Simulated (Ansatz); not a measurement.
**AlClH₇NSi₂: one species, many methods**

How much do the methods differ for AlClH₇NSi₂? The plan is to run it at one geometry with functionals of several rungs and with coupled cluster, and see how far each lands from CCSD(T) at the basis-set limit for the atomisation energy.

Program: Ansatz 0.2.0, Gaussian basis. Level of theory: functionals in def2-TZVPP, the program's frozen cores in correlated methods. These are calculated values, not measurements.

Plan: LDA (SPW92), PBE-D4, revPBE-D4, BLYP-D4, r2SCAN-D4, B97M-V, PBE0-D4, B3LYP-D4, r2SCANh-D4, r2SCAN0-D4, HSE06-D4, BHLYP-D4, CAM-B3LYP-D4, LC-ωPBE, ωB97X-V, ωB97M-V, B2PLYP, PBE-QIDH; CCSD(T)/def2-SVP; CCSD(T)/def2-TZVPP; MP2/def2-QZVPP; extrapolation to the limit; RPA on PBE.

### 1 The relaxed structure

All runs share one geometry, relaxed beforehand with PBE0-D4 in a triple-zeta def2 set.

SMILES `[SiH3][NH][AlH][SiH2]Cl`, 12 atoms, charge 0, spin multiplicity 1.

Atoms are counted from 1 here; the program's logs count them from 0.

Bond lengths: Si1–N2 1.729 Å, Si1–H6 1.486 Å, Si1–H7 1.489 Å, Si1–H8 1.489 Å, N2–Al3 1.781 Å, N2–H9 1.013 Å, Al3–Si4 2.459 Å, Al3–H10 1.585 Å, Si4–Cl5 2.081 Å, Si4–H11 1.489 Å, Si4–H12 1.488 Å. Angles: N2–Si1–H6 107.1°, N2–Si1–H7 111.5°, N2–Si1–H8 112.6°, H6–Si1–H7 109.1°, H6–Si1–H8 109.1°, H7–Si1–H8 107.5°, Si1–N2–Al3 128.7°, Si1–N2–H9 114.8°, Al3–N2–H9 116.6°, N2–Al3–Si4 116.8°, N2–Al3–H10 117.9°, Si4–Al3–H10 125.3°, Al3–Si4–Cl5 107.0°, Al3–Si4–H11 113.8°, Al3–Si4–H12 115.1°, Cl5–Si4–H11 106.3°, Cl5–Si4–H12 107.0°, H11–Si4–H12 107.1°.

### 2 LDA

This LDA is Slater exchange with PW92 correlation.

Contents of in.yaml:

```yaml
crystal:
  periodic: [false, false, false]
  atoms:
    - {symbol: Si, position_ang: [-1.905928, 0.397125, -0.305220]}
    - {symbol: N, position_ang: [-1.045207, -1.098100, -0.192793]}
    - {symbol: Al, position_ang: [0.675724, -1.365506, 0.177674]}
    - {symbol: Si, position_ang: [2.067705, 0.637686, 0.484464]}
    - {symbol: Cl, position_ang: [2.046880, 1.676080, -1.318584]}
    - {symbol: H, position_ang: [-0.970691, 1.471116, 0.118058]}
    - {symbol: H, position_ang: [-3.098538, 0.409696, 0.586801]}
    - {symbol: H, position_ang: [-2.378968, 0.681687, -1.687656]}
    - {symbol: H, position_ang: [-1.602254, -1.923088, -0.378462]}
    - {symbol: H, position_ang: [1.198017, -2.861077, 0.239385]}
    - {symbol: H, position_ang: [3.496309, 0.338615, 0.776542]}
    - {symbol: H, position_ang: [1.594053, 1.580566, 1.533692]}
basis:
  gaussian: {orbitals: def2-TZVPP}
hamiltonian: {xc: lda}
output: {orbitals: {seedname: orbitals}}
```

After this run come: PBE-D4 (GGA); revPBE-D4 (GGA); BLYP-D4 (GGA); r2SCAN-D4 (meta-GGA); B97M-V (meta-GGA); PBE0-D4 (hybrid); B3LYP-D4 (hybrid); r2SCANh-D4 (hybrid); r2SCAN0-D4 (hybrid); HSE06-D4 (hybrid); BHLYP-D4 (hybrid); CAM-B3LYP-D4 (range-separated); LC-ωPBE (range-separated); ωB97X-V (range-separated); ωB97M-V (range-separated); B2PLYP (double hybrid); PBE-QIDH (double hybrid); CCSD(T) in def2-SVP; CCSD(T) in def2-TZVPP; MP2 in def2-QZVPP; RPA on PBE orbitals.

**Question.** What will the summary of the whole plan be? Wanted: atomisation energy, CCSD(T)/CBS; farthest beyond LDA; mean size of error, GGA; mean size of error, meta-GGA; mean size of error, hybrid; mean size of error, range-separated; mean size of error, double hybrid; gap, smallest and largest; T1 diagnostic.

The runs gave:

| quantity | value |
| --- | --- |
| atomisation energy, CCSD(T)/CBS | 873.8 kcal/mol |
| functionals within 4.4 kcal/mol (0.5 %) | r2SCAN-D4, B3LYP-D4, CAM-B3LYP-D4, ωB97M-V |
| farthest beyond LDA | revPBE-D4 (-23.1 kcal/mol) |
| mean size of error, GGA | 14.6 kcal/mol |
| mean size of error, meta-GGA | 4.6 kcal/mol |
| mean size of error, hybrid | 11.1 kcal/mol |
| mean size of error, range-separated | 5.2 kcal/mol |
| mean size of error, double hybrid | 15.8 kcal/mol |
| gap, smallest and largest | 3.78 eV (LDA (SPW92)), 10.43 eV (LC-ωPBE) |
| T1 diagnostic | 0.0116 |
| triples share of the correlation energy | 3.7 % |

The LDA atomisation energy is off by 91.7 kcal/mol (10 %): it overbinds. PBE-D4 is off by -8.1 kcal/mol. Double hybrids carry the basis error of their MP2 part in triple zeta, and no dispersion term here, so their miss is partly the set-up's. By mean error the best rung here is meta-GGA (4.6 kcal/mol) and the worst beyond LDA is double hybrid (15.8 kcal/mol). The gap between the best rungs is small, so their order is not settled. The reference freezes the cores and leaves out relativity and excitations past (T), so misses under about 4.4 kcal/mol can't be ranked. Hartree-Fock recovers 74 % of the binding; the rest is correlation. CCSD(T) in def2-SVP is off by -69.6 kcal/mol, so the small basis spoils what the method gains. Orbital gaps span 3.8 to 10.4 eV; exact exchange widens them.
